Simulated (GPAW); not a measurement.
Runs of GPAW 26.7.0 on NaCu. It takes space group P4/mmm (No. 123, tetragonal). The conventional cell has a = 2.942 Å, b = 2.942 Å, c = 4.041 Å, α = 90.00°, β = 90.00°, γ = 90.00°. Na (site symmetry 4/mmm) is surrounded by 8 Cu at 2.90 Å and 4 Na at 2.94 Å. Around Cu (site symmetry 4/mmm) lie 8 Na at 2.90 Å and 4 Cu at 2.94 Å. The cell was built by a generator and needn't be a form met in nature.

```tsv
level	potentials or basis	eigensolver	pressure (GPa)
LDA	the program's PAW data sets (release 1.2.1) made for this functional, pw	-	-2.0
revPBE	the program's PAW data sets (release 1.2.1) made for this functional, pw	-	(b)
BLYP	PAW data sets generated in the run's folder for this functional, pw	davidson	(a)
PBEsol	PAW data sets generated in the run's folder for this functional, pw	-	0.7
RPBE	the program's PAW data sets (release 1.2.1) made for this functional, pw	-	5.2
```

Alike in all rows: task band structure; no spin polarisation; cell as given; k mesh 9 × 9 × 7; cutoff (eV) 800; smearing fermi-dirac 0.05 eV.

Question: Fill in the values left out.

Answer: (a) 4.4; (b) 4.7.

Caveats: with this Cu data set, volumes or pressures lay over 1.5 % or 2 GPa off other programs in two to four cells of ten.

Runs at the PBE level aren't shown here.
